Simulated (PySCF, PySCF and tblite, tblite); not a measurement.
# C₆H₈O₃: conformers and averaged spectra

Which conformers does C₆H₈O₃ (`C=CC1COC(=O)OC1`) populate, and what do their averaged NMR parameters look like?

Programs: PySCF 2.14.0 with density-fitted response routines of our own, and tblite 0.8.0. All values are computed, except where a source is named. Atoms count from 0 throughout.

### 1 The molecule as given

17 atoms, charge 0, multiplicity 1; geometry from: MMFF94s geometry.

Bonds of the start (Å): C0–C1 1.33, C0–H10 1.10, C0–H9 1.08, C1–C2 1.52, C1–H11 1.09, C2–C3 1.52, C2–C8 1.51, C2–H12 1.09, C3–H13 1.09, C3–H14 1.09, C3–O4 1.43, C5–O6 1.23, C5–O7 1.36, C8–H15 1.10, C8–H16 1.10, O4–C5 1.35, O7–C8 1.43.

### 2 GFN2-xTB relaxation, conformer 1

What the job is given:

```
{"job": {"xc": "GFN2-xTB", "basis": "xTB", "kind": "relax"}, "charge": 0, "multiplicity": 1}
C     -2.599700    -0.616200    -0.295800
C     -1.656900     0.218400     0.136700
C     -0.172400     0.001900    -0.101500
C      0.440400     1.174900    -0.858000
O      1.848800     0.977400    -1.024400
C      2.625300     0.296800    -0.154300
O      3.835400     0.177700    -0.331300
O      2.016500    -0.246600     0.930900
C      0.612500    -0.112300     1.183300
H     -2.382500    -1.504800    -0.868800
H     -3.658900    -0.417200    -0.086500
H     -1.950900     1.087700     0.723300
H     -0.017000    -0.905800    -0.682100
H      0.298200     2.123200    -0.336400
H     -0.006800     1.273300    -1.844200
H      0.288000    -0.991800     1.759300
H      0.472900     0.763600     1.840000
```

Started as:

```
> OMP_NUM_THREADS=1 python ens_run.py task.json out
```

This one command runs the whole study; its stages follow in the order run.

The log of the run:

```text
step      E/eV     max force
  0    -792.24830    3.247
  1    -792.30295    3.433
  2    -792.36067    0.564
  3    -792.37446    0.473
  4    -792.39154    0.405
  5    -792.39583    0.313
  6    -792.39899    0.112
  7    -792.40070    0.090
  8    -792.40165    0.073
  9    -792.40247    0.065
 10    -792.40302    0.061
 11    -792.40366    0.070
 12    -792.40426    0.087
 13    -792.40466    0.060
 14    -792.40486    0.033
 15    -792.40486    0.033
 16    -792.40494    0.030
 17    -792.40512    0.054
 18    -792.40516    0.039
 19    -792.40520    0.023
 20    -792.40529    0.025
 21    -792.40531    0.017
 22    -792.40533    0.015
 23    -792.40539    0.021
 24    -792.40543    0.018
 25    -792.40548    0.017
 26    -792.40552    0.020
 27    -792.40555    0.016
 28    -792.40558    0.010
 29    -792.40559    0.007
 30    -792.40560    0.007
 31    -792.40561    0.009
 32    -792.40561    0.009
 33    -792.40562    0.009
 34    -792.40563    0.008
 35    -792.40565    0.010
 36    -792.40567    0.012
 37    -792.40569    0.011
 38    -792.40571    0.009
 39    -792.40572    0.010
 40    -792.40574    0.009
 41    -792.40575    0.008
 42    -792.40576    0.010
 43    -792.40577    0.009
 44    -792.40579    0.009
 45    -792.40580    0.008
 46    -792.40582    0.009
 47    -792.40582    0.008
 48    -792.40583    0.006
 49    -792.40583    0.006
 50    -792.40584    0.003
```

Run time: 0.22 s. Hardware: 1 thread of Arm Neoverse V2, shared host.

The energy fell by 0.158 eV, and the atoms moved 0.04 Å (root mean square).

**GFN2-xTB relaxation, conformer 2**

What the job is given:

```
{"job": {"xc": "GFN2-xTB", "basis": "xTB", "kind": "relax"}, "charge": 0, "multiplicity": 1}
C      2.372900    -0.490100     0.951300
C      1.096800    -0.220600     1.305500
C     -0.009700     0.277800     0.442100
C      0.317800     0.567900    -1.021100
O     -0.825700     1.041300    -1.722100
C     -2.097700     0.636000    -1.460000
O     -3.045000     1.034000    -2.119000
O     -2.249000    -0.211600    -0.407600
C     -1.163200    -0.709600     0.384500
H      2.725200    -0.362600    -0.057300
H      3.081000    -0.843200     1.684900
H      0.836300    -0.378500     2.365400
H     -0.399600     1.216800     0.888600
H      0.696600    -0.327500    -1.540200
H      1.086300     1.344100    -1.082900
H     -1.568100    -0.888400     1.400600
H     -0.861900    -1.673800    -0.022600
```

The log of the run:

```text
step      E/eV     max force
  0    -792.18879    2.887
  1    -792.25690    2.837
  2    -792.31541    0.744
  3    -792.33062    0.473
  4    -792.34807    0.283
  5    -792.35343    0.200
  6    -792.35741    0.143
  7    -792.35919    0.131
  8    -792.36054    0.071
  9    -792.36125    0.063
 10    -792.36194    0.069
 11    -792.36272    0.099
 12    -792.36358    0.086
 13    -792.36432    0.061
 14    -792.36496    0.051
 15    -792.36559    0.066
 16    -792.36620    0.072
 17    -792.36668    0.059
 18    -792.36699    0.048
 19    -792.36719    0.044
 20    -792.36734    0.026
 21    -792.36734    0.026
 22    -792.36740    0.018
 23    -792.36746    0.030
 24    -792.36749    0.027
 25    -792.36756    0.027
 26    -792.36763    0.021
 27    -792.36767    0.019
 28    -792.36771    0.020
 29    -792.36775    0.017
 30    -792.36778    0.013
 31    -792.36781    0.018
 32    -792.36785    0.022
 33    -792.36790    0.019
 34    -792.36795    0.018
 35    -792.36800    0.019
 36    -792.36806    0.020
 37    -792.36814    0.023
 38    -792.36820    0.019
 39    -792.36823    0.016
 40    -792.36826    0.013
 41    -792.36828    0.014
 42    -792.36830    0.012
 43    -792.36832    0.009
 44    -792.36833    0.009
 45    -792.36835    0.012
 46    -792.36836    0.014
 47    -792.36838    0.012
 48    -792.36840    0.009
 49    -792.36841    0.009
 50    -792.36843    0.013
 51    -792.36845    0.015
 52    -792.36848    0.012
 53    -792.36850    0.013
 54    -792.36851    0.014
 55    -792.36853    0.014
 56    -792.36855    0.009
 57    -792.36857    0.009
 58    -792.36858    0.009
 59    -792.36860    0.009
 60    -792.36860    0.008
 61    -792.36861    0.006
 62    -792.36862    0.007
 63    -792.36862    0.007
 64    -792.36863    0.006
 65    -792.36863    0.006
 66    -792.36864    0.005
 67    -792.36864    0.008
 68    -792.36865    0.008
 69    -792.36866    0.009
 70    -792.36867    0.006
 71    -792.36868    0.005
 72    -792.36868    0.007
 73    -792.36869    0.007
 74    -792.36869    0.006
 75    -792.36870    0.006
 76    -792.36870    0.007
 77    -792.36871    0.009
 78    -792.36872    0.007
 79    -792.36873    0.006
 80    -792.36873    0.007
 81    -792.36874    0.008
 82    -792.36875    0.010
 83    -792.36876    0.009
 84    -792.36877    0.007
 85    -792.36877    0.006
 86    -792.36878    0.006
 87    -792.36878    0.009
 88    -792.36879    0.007
 89    -792.36880    0.007
 90    -792.36881    0.007
 91    -792.36881    0.005
 92    -792.36881    0.005
 93    -792.36881    0.002
```

Run time: 0.39 s. Hardware: 1 thread of Arm Neoverse V2, shared host.

The energy fell by 0.180 eV, and the atoms moved 0.07 Å (root mean square).

### 3 GFN2-xTB relaxation, conformer 3

What the job is given:

```
{"job": {"xc": "GFN2-xTB", "basis": "xTB", "kind": "relax"}, "charge": 0, "multiplicity": 1}
C      2.551200     0.580600     0.103700
C      1.199400     0.643200     0.078100
C      0.317700    -0.576700    -0.055100
C     -0.623000    -0.727500     1.116400
O     -1.652100     0.259900     1.171000
C     -2.164000     0.858000     0.051800
O     -3.058600     1.686700     0.124500
O     -1.605600     0.515300    -1.134800
C     -0.576400    -0.478200    -1.278600
H      3.080300    -0.353900     0.017000
H      3.129000     1.488300     0.211000
H      0.721500     1.609800     0.186700
H      0.932400    -1.466800    -0.134500
H     -0.066100    -0.676300     2.067000
H     -1.120000    -1.704600     1.105800
H     -1.075400    -1.432200    -1.472500
H      0.002900    -0.213700    -2.167600
```

The log of the run:

```text
step      E/eV     max force
  0    -792.20367    2.884
  1    -792.27100    2.874
  2    -792.33412    0.692
  3    -792.34866    0.480
  4    -792.36310    0.286
  5    -792.36870    0.189
  6    -792.37241    0.125
  7    -792.37371    0.084
  8    -792.37493    0.091
  9    -792.37553    0.067
 10    -792.37602    0.042
 11    -792.37638    0.038
 12    -792.37638    0.038
 13    -792.37654    0.034
 14    -792.37678    0.054
 15    -792.37689    0.039
 16    -792.37707    0.054
 17    -792.37737    0.080
 18    -792.37760    0.067
 19    -792.37794    0.046
 20    -792.37823    0.070
 21    -792.37838    0.053
 22    -792.37854    0.035
 23    -792.37869    0.041
 24    -792.37882    0.035
 25    -792.37891    0.031
 26    -792.37900    0.033
 27    -792.37913    0.053
 28    -792.37930    0.057
 29    -792.37948    0.042
 30    -792.37965    0.040
 31    -792.37982    0.045
 32    -792.38002    0.052
 33    -792.38020    0.043
 34    -792.38031    0.026
 35    -792.38039    0.022
 36    -792.38045    0.025
 37    -792.38052    0.021
 38    -792.38057    0.015
 39    -792.38061    0.019
 40    -792.38066    0.019
 41    -792.38074    0.029
 42    -792.38084    0.032
 43    -792.38093    0.022
 44    -792.38098    0.020
 45    -792.38101    0.016
 46    -792.38103    0.013
 47    -792.38104    0.010
 48    -792.38105    0.005
 49    -792.38105    0.004
 50    -792.38105    0.003
```

Wall time 0.25 s (1 thread of Arm Neoverse V2, shared host).

The energy fell by 0.177 eV, and the atoms moved 0.07 Å (root mean square).

GFN2-xTB relaxation, conformer 4:

What the job is given:

```
{"job": {"xc": "GFN2-xTB", "basis": "xTB", "kind": "relax"}, "charge": 0, "multiplicity": 1}
C     -1.742400     1.387800    -0.002600
C     -1.466600     0.157900    -0.436200
C     -0.406800    -0.801700     0.128800
C      0.618000    -1.137000    -0.936100
O      1.504900    -0.054700    -1.188400
C      1.851300     0.864000    -0.258900
O      2.632900     1.779200    -0.514500
O      1.323700     0.722700     0.987500
C      0.389700    -0.319400     1.321100
H     -1.233900     1.871900     0.823500
H     -2.533200     1.969600    -0.490400
H     -2.047900    -0.236800    -1.262000
H     -0.961000    -1.708100     0.422200
H      0.147300    -1.423800    -1.877300
H      1.228000    -1.990200    -0.613700
H      0.957600    -1.138100     1.772400
H     -0.268300     0.068700     2.114800
```

The log of the run:

```text
step      E/eV     max force
  0    -792.17012    3.365
  1    -792.23722    3.522
  2    -792.30120    0.588
  3    -792.31773    0.479
  4    -792.33723    0.435
  5    -792.34290    0.261
  6    -792.34666    0.127
  7    -792.34865    0.109
  8    -792.34974    0.102
  9    -792.35097    0.082
 10    -792.35172    0.071
 11    -792.35253    0.067
 12    -792.35337    0.076
 13    -792.35425    0.077
 14    -792.35508    0.067
 15    -792.35603    0.082
 16    -792.35720    0.095
 17    -792.35837    0.098
 18    -792.35911    0.064
 19    -792.35942    0.039
 20    -792.35942    0.039
 21    -792.35952    0.035
 22    -792.35986    0.058
 23    -792.35995    0.060
 24    -792.36011    0.052
 25    -792.36056    0.040
 26    -792.36070    0.045
 27    -792.36102    0.059
 28    -792.36133    0.052
 29    -792.36162    0.049
 30    -792.36189    0.045
 31    -792.36224    0.052
 32    -792.36265    0.064
 33    -792.36305    0.061
 34    -792.36339    0.051
 35    -792.36369    0.047
 36    -792.36397    0.044
 37    -792.36421    0.037
 38    -792.36443    0.040
 39    -792.36466    0.036
 40    -792.36489    0.033
 41    -792.36510    0.036
 42    -792.36525    0.027
 43    -792.36538    0.026
 44    -792.36552    0.029
 45    -792.36567    0.029
 46    -792.36581    0.028
 47    -792.36594    0.024
 48    -792.36605    0.030
 49    -792.36614    0.028
 50    -792.36622    0.023
 51    -792.36628    0.023
 52    -792.36634    0.023
 53    -792.36639    0.019
 54    -792.36643    0.015
 55    -792.36645    0.016
 56    -792.36647    0.011
 57    -792.36650    0.013
 58    -792.36652    0.013
 59    -792.36654    0.011
 60    -792.36657    0.012
 61    -792.36659    0.016
 62    -792.36663    0.019
 63    -792.36669    0.022
 64    -792.36677    0.029
 65    -792.36684    0.026
 66    -792.36689    0.016
 67    -792.36693    0.017
 68    -792.36696    0.013
 69    -792.36698    0.013
 70    -792.36700    0.010
 71    -792.36702    0.009
 72    -792.36703    0.011
 73    -792.36704    0.011
 74    -792.36706    0.011
 75    -792.36708    0.013
 76    -792.36710    0.012
 77    -792.36713    0.012
 78    -792.36715    0.011
 79    -792.36717    0.012
 80    -792.36719    0.013
 81    -792.36721    0.009
 82    -792.36723    0.011
 83    -792.36724    0.008
 84    -792.36724    0.006
 85    -792.36725    0.007
 86    -792.36726    0.006
 87    -792.36727    0.006
 88    -792.36727    0.010
 89    -792.36728    0.008
 90    -792.36729    0.010
 91    -792.36729    0.005
 92    -792.36730    0.004
 93    -792.36730    0.005
 94    -792.36730    0.005
 95    -792.36731    0.006
 96    -792.36731    0.004
 97    -792.36731    0.004
```

Wall time 0.43 s (1 thread of Arm Neoverse V2, shared host).

The energy fell by 0.197 eV, and the atoms moved 0.12 Å (root mean square).

### 4 Shieldings, conformer 1: WP04/pcSseg-1 in chloroform

What the job is given:

```
{"job": {"xc": "WP04", "basis": "pcSseg-1", "solvent": "chloroform", "kind": "nmr", "pop": true}, "charge": 0, "multiplicity": 1}
C     -2.595228    -0.593844    -0.281802
C     -1.638655     0.208824     0.143281
C     -0.181377    -0.013174    -0.115939
C      0.443475     1.163567    -0.864789
O      1.845560     0.991112    -1.022988
C      2.585473     0.316935    -0.135578
O      3.759418     0.197055    -0.307061
O      2.006004    -0.237220     0.935221
C      0.611573    -0.122361     1.186064
H     -2.380745    -1.479633    -0.856030
H     -3.632490    -0.398577    -0.073710
H     -1.875298     1.093616     0.718727
H     -0.035168    -0.927257    -0.700863
H      0.259486     2.100602    -0.323471
H      0.044359     1.258181    -1.877774
H      0.341477    -1.017568     1.751751
H      0.435137     0.759774     1.815052
```

The log of the run:

```text
coarse grid: 14736 points
cycle   1  E = -468.6857493889  dE =  1.577e+00  |g| = 1.450e+00  |ddm| = 3.796e+00
cycle   2  E = -467.9714176465  dE =  7.143e-01  |g| = 2.418e+00  |ddm| = 2.179e+00
cycle   3  E = -468.9999188644  dE = -1.029e+00  |g| = 4.850e-01  |ddm| = 1.615e+00
cycle   4  E = -469.0418747993  dE = -4.196e-02  |g| = 1.575e-01  |ddm| = 3.604e-01
cycle   5  E = -469.0455022244  dE = -3.627e-03  |g| = 4.812e-02  |ddm| = 9.759e-02
cycle   6  E = -469.0459940787  dE = -4.919e-04  |g| = 8.270e-03  |ddm| = 3.654e-02
cycle   7  E = -469.0460057357  dE = -1.166e-05  |g| = 3.807e-03  |ddm| = 8.105e-03
cycle   8  E = -469.0460089170  dE = -3.181e-06  |g| = 1.214e-03  |ddm| = 3.233e-03
final grid: 143848 points
cycle   9  E = -469.1729984635  dE = -8.063e-05  |g| = 1.258e-02  |ddm| = 3.912e-02
cycle  10  E = -469.1729631695  dE =  3.529e-05  |g| = 1.869e-02  |ddm| = 1.907e-02
cycle  11  E = -469.1730299505  dE = -6.678e-05  |g| = 2.465e-03  |ddm| = 1.151e-02
cycle  12  E = -469.1730310406  dE = -1.090e-06  |g| = 6.080e-04  |ddm| = 1.610e-03
cycle  13  E = -469.1730310913  dE = -5.070e-08  |g| = 2.803e-04  |ddm| = 4.817e-04
cycle  14  E = -469.1730311062  dE = -1.485e-08  |g| = 4.108e-05  |ddm| = 1.832e-04
cycle  15  E = -469.1730311065  dE = -3.180e-10  |g| = 1.300e-05  |ddm| = 3.766e-05
converged SCF energy = -469.1730311065

GIAO shielding tensors (ppm)
atom      isotropic    diamagn.    paramagn.     s11        s22        s33       span
  0 C       47.807     254.495    -206.688    -68.548     61.513    150.457    219.005
  1 C       37.683     256.211    -218.529    -80.624     48.745    144.927    225.550
  2 C      131.181     252.589    -121.408    118.502    119.715    155.326     36.824
  3 C       98.634     249.836    -151.202     71.828     85.442    138.633     66.805
  4 O      162.750     397.879    -235.129     32.914    223.494    231.841    198.927
  5 C       20.690     245.558    -224.867    -67.760     51.404     78.428    146.188
  6 O       21.295     397.849    -376.554   -124.724    -79.155    267.765    392.489
  7 O      162.742     398.557    -235.815     32.912    223.472    231.843    198.931
  8 C       98.642     249.912    -151.270     71.822     85.453    138.652     66.830
  9 H       26.393      32.519      -6.125     22.770     25.687     30.723      7.954
 10 H       26.554      28.322      -1.768     23.686     25.678     30.297      6.611
 11 H       26.520      32.328      -5.809     24.865     24.910     29.783      4.918
 12 H       29.147      35.792      -6.644     26.372     28.247     32.823      6.452
 13 H       27.565      31.418      -3.853     23.767     27.392     31.537      7.770
 14 H       27.606      30.527      -2.921     23.387     27.964     31.468      8.081
 15 H       27.607      31.028      -3.421     23.387     27.966     31.467      8.079
 16 H       27.565      31.683      -4.118     23.766     27.391     31.538      7.772
```

It took 24 s on 1 thread of Arm Neoverse V2, shared host; peak memory 0.96 GiB.

Key values: HOMO -8.95 eV, LUMO -2.21 eV; dipole 7.67 D.

### 5 Single-point energy, conformer 1: PBE0/def2-SVP in chloroform

Changed since step 4:

```diff
@@ -1,2 +1,2 @@
-{"job": {"xc": "WP04", "basis": "pcSseg-1", "solvent": "chloroform", "kind": "nmr", "pop": true}, "charge": 0, "multiplicity": 1}
+{"job": {"xc": "PBE0", "basis": "def2-SVP", "solvent": "chloroform", "kind": "sp"}, "charge": 0, "multiplicity": 1}
 C     -2.595228    -0.593844    -0.281802
```

The log of the run:

```text
coarse grid: 14736 points
cycle   1  E = -457.9934838390  dE =  1.634e+00  |g| = 9.944e-01  |ddm| = 4.426e+00
cycle   2  E = -457.6897111413  dE =  3.038e-01  |g| = 1.618e+00  |ddm| = 1.988e+00
cycle   3  E = -458.1697385538  dE = -4.800e-01  |g| = 2.477e-01  |ddm| = 1.367e+00
cycle   4  E = -458.1808068063  dE = -1.107e-02  |g| = 7.220e-02  |ddm| = 2.312e-01
cycle   5  E = -458.1816805361  dE = -8.737e-04  |g| = 1.582e-02  |ddm| = 5.515e-02
cycle   6  E = -458.1817384944  dE = -5.796e-05  |g| = 4.367e-03  |ddm| = 1.872e-02
cycle   7  E = -458.1817424148  dE = -3.920e-06  |g| = 1.699e-03  |ddm| = 5.162e-03
final grid: 143848 points
cycle   8  E = -458.2670524226  dE = -3.210e-05  |g| = 1.367e-02  |ddm| = 4.082e-02
cycle   9  E = -458.2670158430  dE =  3.658e-05  |g| = 1.932e-02  |ddm| = 2.697e-02
cycle  10  E = -458.2670904493  dE = -7.461e-05  |g| = 1.781e-03  |ddm| = 1.612e-02
cycle  11  E = -458.2670911517  dE = -7.023e-07  |g| = 3.333e-04  |ddm| = 1.629e-03
cycle  12  E = -458.2670911696  dE = -1.793e-08  |g| = 1.427e-04  |ddm| = 3.556e-04
cycle  13  E = -458.2670911736  dE = -3.972e-09  |g| = 3.557e-05  |ddm| = 1.311e-04
cycle  14  E = -458.2670911738  dE = -2.459e-10  |g| = 1.376e-05  |ddm| = 3.902e-05
converged SCF energy = -458.2670911738
```

Wall time 9.2 s (1 thread of Arm Neoverse V2, shared host); peak memory 0.77 GiB.

This run: HOMO -7.81 eV, LUMO 0.04 eV; dipole 7.19 D.

### 6 Shieldings, conformer 2: WP04/pcSseg-1 in chloroform

What the job is given:

```
{"job": {"xc": "WP04", "basis": "pcSseg-1", "solvent": "chloroform", "kind": "nmr", "pop": false}, "charge": 0, "multiplicity": 1}
C      2.339505    -0.450557     0.919050
C      1.092089    -0.250563     1.298979
C     -0.022936     0.289958     0.453636
C      0.339163     0.548287    -1.003624
O     -0.793838     1.002558    -1.735617
C     -2.038425     0.616637    -1.436279
O     -2.958137     1.012573    -2.083917
O     -2.255004    -0.199447    -0.397773
C     -1.194309    -0.692576     0.409426
H      2.691530    -0.233149    -0.074145
H      3.071962    -0.839893     1.604738
H      0.792433    -0.480323     2.313295
H     -0.381509     1.228639     0.897334
H      0.717863    -0.368202    -1.472942
H      1.084248     1.340260    -1.109144
H     -1.631418    -0.853765     1.398207
H     -0.860214    -1.658405     0.008865
```

The log of the run:

```text
coarse grid: 14736 points
cycle   1  E = -468.6841821784  dE =  1.578e+00  |g| = 1.449e+00  |ddm| = 3.834e+00
cycle   2  E = -467.9745181105  dE =  7.097e-01  |g| = 2.414e+00  |ddm| = 2.191e+00
cycle   3  E = -468.9987365312  dE = -1.024e+00  |g| = 4.816e-01  |ddm| = 1.619e+00
cycle   4  E = -469.0400287280  dE = -4.129e-02  |g| = 1.568e-01  |ddm| = 3.592e-01
cycle   5  E = -469.0436153884  dE = -3.587e-03  |g| = 4.812e-02  |ddm| = 9.714e-02
cycle   6  E = -469.0441046279  dE = -4.892e-04  |g| = 8.748e-03  |ddm| = 3.701e-02
cycle   7  E = -469.0441176091  dE = -1.298e-05  |g| = 4.112e-03  |ddm| = 8.639e-03
cycle   8  E = -469.0441214002  dE = -3.791e-06  |g| = 1.223e-03  |ddm| = 3.422e-03
final grid: 143848 points
cycle   9  E = -469.1705381483  dE = -8.358e-05  |g| = 1.240e-02  |ddm| = 4.106e-02
cycle  10  E = -469.1705016873  dE =  3.646e-05  |g| = 1.876e-02  |ddm| = 1.892e-02
cycle  11  E = -469.1705682950  dE = -6.661e-05  |g| = 2.264e-03  |ddm| = 1.148e-02
cycle  12  E = -469.1705692032  dE = -9.082e-07  |g| = 6.222e-04  |ddm| = 1.519e-03
cycle  13  E = -469.1705692577  dE = -5.453e-08  |g| = 2.755e-04  |ddm| = 4.895e-04
cycle  14  E = -469.1705692721  dE = -1.443e-08  |g| = 4.264e-05  |ddm| = 1.837e-04
cycle  15  E = -469.1705692725  dE = -3.403e-10  |g| = 1.359e-05  |ddm| = 3.947e-05
converged SCF energy = -469.1705692725

GIAO shielding tensors (ppm)
atom      isotropic    diamagn.    paramagn.     s11        s22        s33       span
  0 C       53.502     255.981    -202.479    -60.389     60.610    160.284    220.672
  1 C       36.607     255.884    -219.278    -80.805     44.635    145.990    226.795
  2 C      135.613     254.685    -119.072    122.212    129.990    154.636     32.424
  3 C       99.841     250.340    -150.499     73.037     86.980    139.504     66.467
  4 O      166.962     398.712    -231.750     33.608    227.684    239.595    205.987
  5 C       20.333     245.479    -225.146    -67.568     49.997     78.571    146.139
  6 O       21.861     397.782    -375.922   -124.302    -78.496    268.381    392.684
  7 O      162.031     397.961    -235.930     32.716    220.962    232.414    199.698
  8 C       98.499     251.049    -152.550     71.858     85.602    138.037     66.179
  9 H       26.965      33.137      -6.171     23.760     25.186     31.951      8.191
 10 H       26.639      28.168      -1.529     24.363     25.562     29.992      5.629
 11 H       26.191      31.532      -5.341     23.949     25.405     29.219      5.270
 12 H       29.089      33.360      -4.271     26.169     27.579     33.519      7.350
 13 H       27.426      33.220      -5.793     23.294     27.458     31.527      8.233
 14 H       27.273      31.318      -4.045     22.478     27.959     31.382      8.904
 15 H       27.456      30.659      -3.203     22.973     27.658     31.738      8.765
 16 H       27.790      32.380      -4.590     24.165     27.866     31.340      7.175
```

Wall time 23 s (1 thread of Arm Neoverse V2, shared host); peak memory 1 GiB.

In short: HOMO -9.01 eV, LUMO -2.12 eV; dipole 7.63 D.

[end of part 1 of 3]
